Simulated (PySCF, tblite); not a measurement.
**H7N2OSi2 radical, a small gas-phase stand-in for a defect centre (Si site with back bonds N[SiH3], O, N): EPR parameters**

What EPR parameters should one expect for `N[Si](O)N[SiH3]`? It is drawn as: dangling bond.

Programs: tblite 0.8.0 and PySCF 2.14.0. All values are calculated, for the isolated system unless a continuum is named. Atoms count from 0, parts from 1.

### Step 1. The system as given

12 atoms, charge 0, multiplicity 2; geometry: distance geometry start.

### Step 2. Relaxing the cluster with GFN2-xTB

Job settings and geometry (Å):

```
{"job": {"kind": "relax", "xc": "GFN2-xTB", "basis": "xTB"}, "charge": 0, "multiplicity": 2}
Si    -0.952581    -1.061998     0.290757
N     -1.613982    -0.959270     1.993009
Si    -2.228567     0.654895     2.535397
O     -1.202445    -2.569858    -0.553416
N     -1.152108     0.440060    -0.699250
H     -1.074022    -1.495692     2.703763
H     -3.635693     0.689582     2.340587
H     -1.642275     1.681868     1.753886
H     -1.931924     0.861941     3.889095
H     -0.744378    -3.399082    -0.376643
H     -1.193691     1.332443    -0.185782
H     -0.640113     0.479212    -1.586009
```

With the program's defaults for keys left out, this is: GFN2-xTB geometry optimisation, gas phase.

The run is started by

```sh
OMP_NUM_THREADS=1 python cluster_run.py task.json out
```

The driver reads the jobs from task.json and runs them one after another.

What it wrote:

```text
step      E/eV     max force
  0    -460.90251    2.544
  1    -461.14152    1.136
  2    -461.38458    1.451
  3    -461.49845    1.414
  4    -461.62288    0.885
  5    -461.68456    0.848
  6    -461.74219    0.540
  7    -461.76044    0.395
  8    -461.78886    0.494
  9    -461.80073    0.376
 10    -461.81073    0.298
 11    -461.81828    0.318
 12    -461.83044    0.366
 13    -461.84073    0.287
 14    -461.84821    0.239
 15    -461.85292    0.185
 16    -461.85627    0.185
 17    -461.85968    0.188
 18    -461.86222    0.183
 19    -461.86414    0.153
 20    -461.86592    0.106
 21    -461.86873    0.129
 22    -461.87092    0.100
 23    -461.87296    0.103
 24    -461.87469    0.121
 25    -461.87669    0.109
 26    -461.87877    0.109
 27    -461.88077    0.115
 28    -461.88243    0.130
 29    -461.88400    0.121
 30    -461.88580    0.101
 31    -461.88765    0.104
 32    -461.88915    0.126
 33    -461.89046    0.150
 34    -461.89193    0.100
 35    -461.89370    0.149
 36    -461.89540    0.091
 37    -461.89738    0.212
 38    -461.89872    0.172
 39    -461.90130    0.145
 40    -461.90401    0.212
 41    -461.90594    0.097
 42    -461.90685    0.221
 43    -461.90802    0.106
 44    -461.91014    0.097
 45    -461.91301    0.268
 46    -461.91566    0.110
 47    -461.91679    0.324
 48    -461.91917    0.130
 49    -461.92083    0.108
 50    -461.92258    0.251
 51    -461.92483    0.214
 52    -461.92834    0.221
 53    -461.93342    0.480
 54    -461.93492    0.490
 55    -461.94277    0.208
 56    -461.94530    0.530
 57    -461.94767    0.224
 58    -461.94982    0.207
 59    -461.95372    0.302
 60    -461.95746    0.335
 61    -461.96472    0.342
 62    -461.96915    0.290
 63    -461.97319    0.440
 64    -461.97326    0.344
 65    -461.98152    0.314
 66    -461.98689    0.545
 67    -461.99402    0.558
 68    -462.00121    0.556
 69    -462.01044    0.297
 70    -461.98303    1.636
 71    -462.01775    0.106
 72    -462.02112    0.124
 73    -462.00854    1.202
 74    -462.02651    0.100
 75    -462.02893    0.108
 76    -462.03061    0.551
 77    -462.03373    0.133
 78    -462.03507    0.094
 79    -462.03816    0.064
 80    -462.03888    0.057
 81    -462.03965    0.083
 82    -462.04050    0.107
 83    -462.04133    0.073
 84    -462.04181    0.035
 85    -462.04206    0.049
 86    -462.04226    0.055
 87    -462.04256    0.056
 88    -462.04297    0.068
 89    -462.04335    0.049
 90    -462.04366    0.050
 91    -462.04384    0.070
 92    -462.04398    0.039
 93    -462.04420    0.066
 94    -462.04467    0.080
 95    -462.04513    0.061
 96    -462.04536    0.031
 97    -462.04545    0.019
 98    -462.04549    0.022
 99    -462.04553    0.026
100    -462.04558    0.025
101    -462.04562    0.015
102    -462.04564    0.014
103    -462.04566    0.018
104    -462.04569    0.022
105    -462.04573    0.021
106    -462.04577    0.014
107    -462.04579    0.012
108    -462.04582    0.012
109    -462.04585    0.017
110    -462.04588    0.015
111    -462.04590    0.010
112    -462.04592    0.009
113    -462.04593    0.009
114    -462.04594    0.010
115    -462.04596    0.013
116    -462.04598    0.013
117    -462.04601    0.012
118    -462.04603    0.015
119    -462.04606    0.018
120    -462.04609    0.017
121    -462.04613    0.018
122    -462.04617    0.020
123    -462.04624    0.026
124    -462.04634    0.035
125    -462.04647    0.032
126    -462.04657    0.024
127    -462.04663    0.018
128    -462.04668    0.020
129    -462.04672    0.025
130    -462.04677    0.024
131    -462.04682    0.018
132    -462.04684    0.012
133    -462.04686    0.010
134    -462.04687    0.011
135    -462.04689    0.012
136    -462.04691    0.015
137    -462.04693    0.012
138    -462.04694    0.011
139    -462.04696    0.011
140    -462.04697    0.016
141    -462.04699    0.018
142    -462.04700    0.011
143    -462.04701    0.009
144    -462.04702    0.009
145    -462.04704    0.015
146    -462.04707    0.018
147    -462.04710    0.017
148    -462.04713    0.012
149    -462.04714    0.008
150    -462.04715    0.012
151    -462.04717    0.015
152    -462.04719    0.020
153    -462.04721    0.016
154    -462.04722    0.006
```

Run time: 2.2 s. Hardware: 1 thread of Intel Xeon 6975P-C, shared host.

Relaxation path:

| step | energy from step 0 (eV) | largest force (eV/Å) |
| --- | --- | --- |
| 0 | 0.0000 | 2.5438 |
| 6 | -0.8397 | 0.5394 |
| 12 | -0.9279 | 0.3658 |
| 18 | -0.9597 | 0.1822 |
| 24 | -0.9722 | 0.1201 |
| 30 | -0.9833 | 0.1005 |
| 36 | -0.9929 | 0.0904 |
| 42 | -1.0043 | 0.2211 |
| 48 | -1.0167 | 0.1302 |
| 54 | -1.0324 | 0.4901 |
| 60 | -1.0550 | 0.3348 |
| 66 | -1.0844 | 0.5445 |
| 72 | -1.1186 | 0.1237 |
| 78 | -1.1326 | 0.0934 |
| 84 | -1.1393 | 0.0354 |
| 90 | -1.1411 | 0.0497 |
| 96 | -1.1429 | 0.0305 |
| 102 | -1.1431 | 0.0140 |
| 108 | -1.1433 | 0.0121 |
| 114 | -1.1434 | 0.0094 |
| 120 | -1.1436 | 0.0175 |
| 126 | -1.1441 | 0.0238 |
| 132 | -1.1443 | 0.0121 |
| 138 | -1.1444 | 0.0105 |
| 144 | -1.1445 | 0.0091 |
| 150 | -1.1446 | 0.0122 |
| 154 | -1.1447 | 0.0064 |

Close pairs (by a distance rule), those that changed most:

| bond | before (Å) | after (Å) | change (Å) |
| --- | --- | --- | --- |
| Si0–O3 | 1.746 | 1.628 | -0.118 |
| Si0–N1 | 1.829 | 1.739 | -0.090 |
| N1–Si2 | 1.810 | 1.725 | -0.085 |
| Si0–N4 | 1.810 | 1.738 | -0.072 |
| Si2–H8 | 1.401 | 1.462 | +0.061 |
| Si2–H7 | 1.417 | 1.467 | +0.049 |
| Si2–H6 | 1.421 | 1.469 | +0.048 |
| N1–H5 | 1.041 | 1.007 | -0.034 |

### Step 3. Geometry optimisation at PBE0-D3(BJ)/def2-SVP

Job settings and geometry (Å):

```
{"job": {"xc": "PBE0", "basis": "def2-SVP", "d3": "d3bj", "grid": 2, "kind": "geom", "shake": 0.01}, "charge": 0, "multiplicity": 2}
Si     1.048056    -0.622221    -0.620448
N      0.186815    -0.450233     0.891051
Si    -0.651470     0.922974     1.530977
O      1.036410    -2.133905    -1.158120
N      0.140823     0.386245    -1.756859
H      0.273262    -1.244551     1.491719
H     -1.957959     1.056614     0.944924
H      0.170357     2.125906     1.211721
H     -0.734558     0.712846     3.001207
H      0.165171    -2.532190    -1.410120
H     -0.127492     1.309458    -1.421509
H      0.489075     0.441472    -2.687544
```

What it wrote:

```text
step   0  E = -767.21073475  max force = 0.050140
step   1  E = -767.21708045  max force = 0.014549
step   2  E = -767.21762819  max force = 0.002384
step   3  E = -767.21793868  max force = 0.004380
step   4  E = -767.21854784  max force = 0.011293
step   5  E = -767.21890459  max force = 0.005895
step   6  E = -767.21919408  max force = 0.001634
step   7  E = -767.21966914  max force = 0.006715
step   8  E = -767.21990327  max force = 0.006647
step   9  E = -767.22032727  max force = 0.003482
step  10  E = -767.22088042  max force = 0.003586
step  11  E = -767.22117099  max force = 0.004674
step  12  E = -767.22152850  max force = 0.003553
step  13  E = -767.22172553  max force = 0.002633
step  14  E = -767.22186694  max force = 0.001833
step  15  E = -767.22195234  max force = 0.001442
step  16  E = -767.22204054  max force = 0.001336
step  17  E = -767.22215399  max force = 0.001434
step  18  E = -767.22229862  max force = 0.001816
step  19  E = -767.22240734  max force = 0.001646
step  20  E = -767.22250276  max force = 0.001141
step  21  E = -767.22256151  max force = 0.000872
step  22  E = -767.22262533  max force = 0.001523
step  23  E = -767.22273692  max force = 0.001753
step  24  E = -767.22287241  max force = 0.001659
step  25  E = -767.22302880  max force = 0.002073
step  26  E = -767.22321371  max force = 0.002032
step  27  E = -767.22328553  max force = 0.001990
step  28  E = -767.22327998  max force = 0.001056
step  29  E = -767.22337296  max force = 0.000572
step  30  E = -767.22338826  max force = 0.000403
step  31  E = -767.22339775  max force = 0.000476
step  32  E = -767.22340311  max force = 0.000310
optimisation converged
```

It took 3.9 min on 1 thread of Intel Xeon 6975P-C, shared host; peak memory 0.61 GiB.

Along the way:

| step | energy from step 0 (eV) | largest force component (eV/Å) |
| --- | --- | --- |
| 0 | 0.0000 | 2.5783 |
| 1 | -0.1727 | 0.7481 |
| 2 | -0.1876 | 0.1226 |
| 3 | -0.1960 | 0.2252 |
| 4 | -0.2126 | 0.5807 |
| 5 | -0.2223 | 0.3031 |
| 6 | -0.2302 | 0.0840 |
| 7 | -0.2431 | 0.3453 |
| 8 | -0.2495 | 0.3418 |
| 9 | -0.2610 | 0.1791 |
| 10 | -0.2761 | 0.1844 |
| 11 | -0.2840 | 0.2403 |
| 12 | -0.2937 | 0.1827 |
| 13 | -0.2991 | 0.1354 |
| 14 | -0.3029 | 0.0943 |
| 15 | -0.3052 | 0.0742 |
| 16 | -0.3076 | 0.0687 |
| 17 | -0.3107 | 0.0737 |
| 18 | -0.3147 | 0.0934 |
| 19 | -0.3176 | 0.0846 |
| 20 | -0.3202 | 0.0587 |
| 21 | -0.3218 | 0.0448 |
| 22 | -0.3236 | 0.0783 |
| 23 | -0.3266 | 0.0901 |
| 24 | -0.3303 | 0.0853 |
| 25 | -0.3345 | 0.1066 |
| 26 | -0.3396 | 0.1045 |
| 27 | -0.3415 | 0.1023 |
| 28 | -0.3414 | 0.0543 |
| 29 | -0.3439 | 0.0294 |
| 30 | -0.3443 | 0.0207 |
| 31 | -0.3446 | 0.0245 |
| 32 | -0.3447 | 0.0159 |

Close pairs (by a distance rule), those that changed most:

| bond | before (Å) | after (Å) | change (Å) |
| --- | --- | --- | --- |
| Si0–O3 | 1.604 | 1.677 | +0.073 |
| Si2–H6 | 1.438 | 1.492 | +0.054 |
| Si0–N4 | 1.770 | 1.728 | -0.042 |
| O3–H9 | 0.991 | 0.961 | -0.029 |
| N4–H11 | 0.995 | 1.014 | +0.019 |
| N1–Si2 | 1.731 | 1.750 | +0.019 |
| N1–H5 | 1.000 | 1.014 | +0.015 |
| Si0–N1 | 1.748 | 1.737 | -0.011 |

The end geometry stands in the next job.

| at the end point | value |
| --- | --- |
| point group (found at 0.08 Å tolerance) | C1 |
| rotational constants (GHz, main isotopes) | 5.486, 1.876, 1.646 |
| dipole moment (D) | 1.71 |
| ⟨S²⟩ | 0.752 |

### Step 4. g tensor and hyperfine couplings: B3LYP/IGLO-III+pcH-1

Job settings and geometry (Å):

```
{"job": {"kind": "epr"}, "charge": 0, "multiplicity": 2}
Si     0.884723    -0.832146    -0.631886
N      0.392130    -0.456392     0.990653
Si    -0.748405     0.806285     1.401460
O     -0.033074    -1.967235    -1.458055
N      0.532859     0.617488    -1.503298
H      0.803991    -0.972421     1.760898
H     -2.030625     0.678294     0.649613
H     -0.210128     2.184054     1.167593
H     -1.027800     0.676989     2.866344
H      0.223595    -2.881236    -1.306606
H      1.013228     1.481220    -1.277445
H      0.316637     0.557758    -2.492570
```

Level: UKS B3LYP, IGLO-III on N O Si, pcH-1 on H, non-relativistic, mean-field spin-orbit, GIAO.

What it wrote:

```text
UKS, coarse grid
  cycle   1  E = -767.97367427  |g| = 7.11e-01
  cycle   2  E = -767.53841230  |g| = 1.26e+00
  cycle   3  E = -768.15348543  |g| = 1.16e-01
  cycle   4  E = -768.15607054  |g| = 8.27e-02
  cycle   5  E = -768.15868394  |g| = 1.00e-02
  cycle   6  E = -768.15872293  |g| = 3.26e-03
  cycle   7  E = -768.15872688  |g| = 1.75e-03
  cycle   8  E = -768.15872803  |g| = 5.16e-04
UKS, final grid
  cycle   1  E = -768.15872827  |g| = 7.79e-04
  cycle   2  E = -768.15872780  |g| = 1.33e-03
  cycle   3  E = -768.15872852  |g| = 8.66e-05
  cycle   4  E = -768.15872852  |g| = 1.04e-05
E = -768.15872852 Eh   <S^2> = 0.7517 (exact 0.7500)
g shifts (ppm)      1          2          3
  rmc          -185       -185       -185
  gc             89         75         43
  oz_so       -1147       -574          7
  total       -1242       -685       -136
hyperfine (MHz)  atom isotope    a_iso     a_fc   dipolar eigenvalues
    0  29Si    -786.39    -787.35   -114.36     56.53     57.83
    1   14N      41.82      41.83     -3.76     -3.40      7.16
    2  29Si     -17.11     -17.16     -7.21      3.51      3.71
    3   17O     -26.52     -26.53    -32.10     15.39     16.70
    4   14N      11.15      11.15     -5.81     -5.46     11.27
    5    1H      -3.53      -3.53     -7.73     -3.47     11.20
    6    1H       2.81       2.80     -1.28     -0.62      1.90
    7    1H      -1.60      -1.60     -1.28     -0.77      2.05
    8    1H       4.99       4.99     -1.27     -0.57      1.83
    9    1H      -4.47      -4.48    -11.14     -4.09     15.23
   10    1H      -7.80      -7.81     -7.80     -2.88     10.68
   11    1H      -7.96      -7.98     -7.81     -2.34     10.16
```

Wall time 32 s (1 thread of Intel Xeon 6975P-C, shared host); peak memory 1 GiB.

Principal g values 2.00108, 2.00163, 2.00218; g(iso) = 2.00163, against 2.00232 for a free electron.

Hyperfine couplings, nucleus by nucleus at this fixed geometry (no averaging over rotations):

| nuclei | isotope | a(iso) (MHz) | a(iso) (G, at g = 2.0023) | largest dipolar term (MHz) |
| --- | --- | --- | --- | --- |
| Si0 | 29Si | -786.4 | -280.6 | -114.4 |
| N1 | 14N | 41.8 | 14.9 | 7.2 |
| O3 | 17O | -26.5 | -9.5 | -32.1 |
| Si2 | 29Si | -17.1 | -6.1 | -7.2 |
| N4 | 14N | 11.2 | 4.0 | 11.3 |
| H11 | 1H | -8.0 | -2.8 | 10.2 |
| H10 | 1H | -7.8 | -2.8 | 10.7 |
| H8 | 1H | 5.0 | 1.8 | 1.8 |
| H9 | 1H | -4.5 | -1.6 | 15.2 |
| H5 | 1H | -3.5 | -1.3 | 11.2 |
| H6 | 1H | 2.8 | 1.0 | 1.9 |
| H7 | 1H | -1.6 | -0.6 | 2.0 |

Mulliken spin populations:

| atom | value (e) |
| --- | --- |
| Si0 | 0.81 |
| N1 | 0.02 |
| Si2 | 0.03 |
| O3 | 0.04 |
| N4 | 0.08 |
| H5 | 0.01 |
| H6 | 0.00 |
| H7 | 0.00 |
| H8 | 0.00 |
| H9 | 0.01 |
| H10 | 0.00 |
| H11 | 0.00 |

In first order the couplings over 0.8 MHz of 14N, 1H give 1140 distinct lines over 49.6 G.

### Step 5. EPR parameters: BHandHLYP/IGLO-III+pcH-1

The job, as its differences from that of step 4:

```diff
@@ -1,2 +1,2 @@
-{"job": {"kind": "epr"}, "charge": 0, "multiplicity": 2}
+{"job": {"kind": "epr", "xc": "BHandHLYP"}, "charge": 0, "multiplicity": 2}
 Si     0.884723    -0.832146    -0.631886
```

Level: UKS BHandHLYP, IGLO-III on N O Si, pcH-1 on H, non-relativistic, mean-field spin-orbit, GIAO.

What it wrote:

```text
UKS, coarse grid
  cycle   1  E = -767.88057140  |g| = 5.66e-01
  cycle   2  E = -767.83999032  |g| = 6.76e-01
  cycle   3  E = -768.00510692  |g| = 5.26e-02
  cycle   4  E = -768.00613114  |g| = 3.25e-02
  cycle   5  E = -768.00657876  |g| = 6.78e-03
  cycle   6  E = -768.00661604  |g| = 1.94e-03
  cycle   7  E = -768.00662132  |g| = 9.52e-04
UKS, final grid
  cycle   1  E = -768.00662250  |g| = 9.48e-04
  cycle   2  E = -768.00662247  |g| = 1.14e-03
  cycle   3  E = -768.00662299  |g| = 1.09e-04
  cycle   4  E = -768.00662302  |g| = 7.17e-05
  cycle   5  E = -768.00662303  |g| = 2.25e-05
E = -768.00662303 Eh   <S^2> = 0.7529 (exact 0.7500)
g shifts (ppm)      1          2          3
  rmc          -188       -188       -188
  gc             93         82         37
  oz_so       -1237       -652         -5
  total       -1332       -758       -155
hyperfine (MHz)  atom isotope    a_iso     a_fc   dipolar eigenvalues
    0  29Si    -822.92    -823.89   -122.73     60.44     62.29
    1   14N      40.62      40.63     -3.72     -3.41      7.12
    2  29Si     -15.83     -15.87     -6.54      3.19      3.35
    3   17O     -29.35     -29.35    -31.48     15.03     16.45
    4   14N      12.99      12.99     -5.65     -5.27     10.92
    5    1H      -4.19      -4.18     -7.85     -3.61     11.47
    6    1H       2.42       2.42     -1.24     -0.68      1.92
    7    1H      -1.60      -1.61     -1.26     -0.81      2.07
    8    1H       5.16       5.16     -1.18     -0.61      1.79
    9    1H      -5.41      -5.42    -11.16     -4.29     15.45
   10    1H      -9.24      -9.25     -7.83     -3.01     10.84
   11    1H      -9.61      -9.63     -7.83     -2.43     10.26
```

It took 35 s on 1 thread of Intel Xeon 6975P-C, shared host; peak memory 0.96 GiB.

In short: g(iso) 2.00157.

### Step 6. Run by run: EPR parameters

g, ⟨S²⟩ and isotropic hyperfine couplings (MHz), with basis size and wall time:

| run | g(iso) | ⟨S²⟩ | 29Si Si0 | 14N N1 | 17O O3 | 29Si Si2 | 14N N4 | functions | time |
| --- | --- | --- | --- | --- | --- | --- | --- | --- | --- |
| B3LYP/IGLO-III+pcH-1 | 2.00163 | 0.752 | -786.4 | 41.8 | -26.5 | -17.1 | 11.2 | 263 | 32 s |
| BHandHLYP/IGLO-III+pcH-1 | 2.00157 | 0.753 | -822.9 | 40.6 | -29.3 | -15.8 | 13.0 | 263 | 35 s |

### Step 7. Outcome

| quantity | value |
| --- | --- |
| point group | C1 |
| rotational constants (main isotopes) | 5.49, 1.88, 1.65 GHz |
| g(iso) (B3LYP) | 2.00163 |
| ⟨S²⟩ | 0.752 (exact 0.75) |
| largest a(iso) | 29Si on Si0, -786.4 MHz |

The start of the PBE0/def2-SVP relaxation was shaken at random by about 0.01 Å, so part of the energy gained, and of the first lengths quoted, undoes that. Over 32 steps the energy fell by 0.345 eV; of the close pairs, Si0–O3 changed most, 1.604 to 1.677 Å (PBE0/def2-SVP). No frequency check was run at this level, so the end point may be a saddle. Si0 carries the largest spin population, 0.81 e. The isotropic g lies 0.7 ppt below the free-electron value. The coupling of 29Si on Si0 runs from -822.9 (BHandHLYP/IGLO-III+pcH-1) to -786.4 MHz (B3LYP/IGLO-III+pcH-1). A capped cluster stands for the solid here, so long-range fields and strain are missing, and bands or shifts of the capping hydrogens have no counterpart in it.
